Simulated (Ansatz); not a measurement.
**Nudged elastic band run: InW8C8**

Input:

```yaml
crystal:
  lattice:
    - [5.7877, 0.0, 0.0]
    - [-2.89385, 5.012295, 0.0]
    - [0.0, 0.0, 17.24485]
  atoms:
    - { symbol: W, position: [0.0, 0.0, 0.0579883] }
    - { symbol: C, position: [0.33311276, 0.16651059, 0.13319207] }
    - { symbol: W, position: [-0.00086832, -0.00061681, 0.22251689] }
    - { symbol: C, position: [0.33033133, 0.16498623, 0.28800341] }
    - { symbol: W, position: [0.0, 0.5, 0.0579883] }
    - { symbol: C, position: [0.33314373, 0.66653131, 0.13279853] }
    - { symbol: W, position: [-0.00167552, 0.49898163, 0.22055532] }
    - { symbol: C, position: [0.33247285, 0.66605598, 0.28313165] }
    - { symbol: W, position: [0.5, 0.0, 0.0579883] }
    - { symbol: C, position: [0.83312573, 0.16649859, 0.13319375] }
    - { symbol: W, position: [0.49954548, 0.00019422, 0.22055717] }
    - { symbol: C, position: [0.83356867, 0.16498949, 0.28800758] }
    - { symbol: W, position: [0.5, 0.5, 0.0579883] }
    - { symbol: C, position: [0.83312864, 0.6665412, 0.13319453] }
    - { symbol: W, position: [0.49954691, 0.49898867, 0.22055714] }
    - { symbol: C, position: [0.83356861, 0.66822054, 0.28800905] }
    - { symbol: In, position: [0.66586528, 0.33276094, 0.38327123] }
basis:
  ecutwfc: 420.0
kpoints:
  mp_grid: { grid: [5, 5, 1] }
hamiltonian:
  xc: lda
  pseudopotentials: { kind: paw, azcp: { folder: soft_1 } }
scf:
  occupations: { method: gaussian, width: 0.05 }
  lower_state_search: "off"
neb:
  images: 5
  f_tol: 0.03
  initial_path: linear
  max_iterations: 27
  spring: 1.0
  constraints: [{ sites: [0, 4, 8, 12] }]
  final_atoms:
    - { symbol: W, position: [0.0, 0.0, 0.0579883] }
    - { symbol: C, position: [0.33314374, 0.16653133, 0.13279853] }
    - { symbol: W, position: [-0.00167551, -0.00101835, 0.22055532] }
    - { symbol: C, position: [0.33247286, 0.166056, 0.28313165] }
    - { symbol: W, position: [0.0, 0.5, 0.0579883] }
    - { symbol: C, position: [0.33311277, 0.66651061, 0.13319207] }
    - { symbol: W, position: [-0.00086831, 0.49938321, 0.22251689] }
    - { symbol: C, position: [0.33033134, 0.66498625, 0.28800341] }
    - { symbol: W, position: [0.5, 0.0, 0.0579883] }
    - { symbol: C, position: [0.83312865, 0.16654122, 0.13319453] }
    - { symbol: W, position: [0.49954692, -0.00101131, 0.22055714] }
    - { symbol: C, position: [0.83356862, 0.16822056, 0.28800905] }
    - { symbol: W, position: [0.5, 0.5, 0.0579883] }
    - { symbol: C, position: [0.83312574, 0.66649861, 0.13319375] }
    - { symbol: W, position: [0.49954549, 0.50019424, 0.22055717] }
    - { symbol: C, position: [0.83356868, 0.66498951, 0.28800758] }
    - { symbol: In, position: [0.66586529, 0.83276096, 0.38327123] }
  order_check: true
```

Launched with:

```bash
$ ansatz run input.yaml --threads 4 --pin off --max-ram 10240MiB --backend cpu --events-out ev --progress --plain --runs-dir out
```

Output, in part (warnings, iteration lines):

```
NEB end point (image 0): max|allowed force component| = 2.015e-2 eV/Å (the criterion of neb.relax_end_points is 1.000e-2)
NEB end point (image 6): max|allowed force component| = 2.014e-2 eV/Å (the criterion of neb.relax_end_points is 1.000e-2)
NEB iter   1: max|band force component| = 5.947e0 eV/Å  barrier→ = 1.4953 eV  barrier← = 1.4953 eV  Δτ_max = 0.1997 Å  (95 SCF iters)
NEB iter   2: max|band force component| = 2.251e0 eV/Å  barrier→ = 0.7234 eV  barrier← = 0.7234 eV  Δτ_max = 0.1975 Å  (48 SCF iters)
NEB iter   3: max|band force component| = 7.707e-1 eV/Å  barrier→ = 0.4765 eV  barrier← = 0.4765 eV  Δτ_max = 0.2000 Å  (43 SCF iters)
NEB iter   4: max|band force component| = 3.786e-1 eV/Å  barrier→ = 0.3569 eV  barrier← = 0.3569 eV  CI = image 3  Δτ_max = 0.2000 Å  (40 SCF iters)
NEB iter   5: max|band force component| = 2.620e-1 eV/Å  barrier→ = 0.3099 eV  barrier← = 0.3099 eV  CI = image 3  Δτ_max = 0.1981 Å  (38 SCF iters)
NEB iter   6: max|band force component| = 3.379e-1 eV/Å  barrier→ = 0.3199 eV  barrier← = 0.3199 eV  CI = image 3  Δτ_max = 0.1009 Å  (40 SCF iters)
NEB iter   7: max|band force component| = 3.087e-1 eV/Å  barrier→ = 0.3222 eV  barrier← = 0.3222 eV  CI = image 3  Δτ_max = 0.1328 Å  (39 SCF iters)
NEB iter   8: max|band force component| = 3.300e-1 eV/Å  barrier→ = 0.3136 eV  barrier← = 0.3136 eV  CI = image 3  Δτ_max = 0.0664 Å  (36 SCF iters)
NEB iter   9: max|band force component| = 1.698e-1 eV/Å  barrier→ = 0.3100 eV  barrier← = 0.3100 eV  CI = image 3  Δτ_max = 0.0330 Å  (34 SCF iters)
NEB iter  10: max|band force component| = 5.375e-2 eV/Å  barrier→ = 0.3088 eV  barrier← = 0.3088 eV  CI = image 3  Δτ_max = 0.0300 Å  (31 SCF iters)
NEB iter  11: max|band force component| = 3.406e-2 eV/Å  barrier→ = 0.3086 eV  barrier← = 0.3086 eV  CI = image 3  Δτ_max = 0.0100 Å  (29 SCF iters)
NEB iter  12: max|band force component| = 1.979e-2 eV/Å  barrier→ = 0.3085 eV  barrier← = 0.3085 eV  CI = image 3  Δτ_max = 0.0000 Å  (282 SCF iters)
```

The run converged. By the program's own check the climbing image is a first-order saddle point (lowest curvatures found: -0.50 and 1.54 eV/Å²). Limits of this set-up: coarse k mesh, thin slab, slab without dipole correction, odd electron count without spin, PAW files made for another functional.

Final band (atoms are numbered from 1 in the order of the input):

| image | path coordinate (Å) | energy (eV) | C4–In17 (Å) | W7–In17 (Å) | W3–In17 (Å) |
| --- | --- | --- | --- | --- | --- |
| 0 | 0.00 | 0.00 | 2.35 | 3.26 | 4.34 |
| 1 | 0.45 | 0.11 | 2.29 | 3.44 | 4.25 |
| 2 | 0.90 | 0.25 | 2.28 | 3.67 | 4.17 |
| 3 | 1.36 | 0.31 | 2.31 | 3.89 | 4.10 |
| 4 | 2.00 | 0.31 | 2.72 | 4.11 | 3.85 |
| 5 | 2.64 | 0.18 | 3.27 | 4.21 | 3.54 |
| 6 | 3.28 | 0.00 | 3.76 | 4.34 | 3.26 |

Run time: 48 min on 4 threads of Intel(R) Xeon(R) Processor @ 2.50GHz (Skylake/Cascade Lake), on a shared host, peak memory 4.2 GiB.
